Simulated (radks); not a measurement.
# Cr⁴⁺ in [Ne] 3s1.75 3p6 3d2 4s0.25: an all-electron calculation

Wanted: eigenvalues, radial structure and energy terms of the chromium ion Cr4+.

Program: radks (a radial shooting solver on a logarithmic mesh, Libxc functionals) version 1. Level of theory: non-relativistic Kohn-Sham, exchange-only B88, spin-polarised, spherical densities, point nucleus; open shells are filled with parallel spins first. These are calculated values, not measurements, unless marked.

## Step 1: Starting point

- element: chromium (Z = 24)
- charge: +4
- electrons: 20
- configuration: [Ne] 3s1.75 3p6 3d2 4s0.25

## Step 2: The calculation

The run's settings:

```text
Z 24
configuration [Ne] 3s1.75 3p6 3d2 4s0.25 4p0 5s0 4d0 4f0
relativity non-relativistic
functional b88,
spin polarised
nucleus point
```

What does the calculation give?

**Answer**, as computed:

| quantity | value |
| --- | --- |
| total energy | -1038.86389 hartree |
| exchange-correlation share of it | 4.41 % |
| −T/E | 1.0000 |
| highest occupied level | 4s up, -41.395 eV |
| most extended occupied level | 4s up, <r> = 2.22 bohr |
| radius at density 0.001 e/bohr³ | 2.86 bohr |
| maxima of the radial density | 3 |

The radial density shows 3 maxima for 4 occupied principal shells; where shells overlap, one shows as a shoulder or not at all. −T/E = 1.0000, near the virial value of 1. This is not the tabulated ground configuration, so its levels and sizes aren't those of the ground state, and no measured value stands beside it.
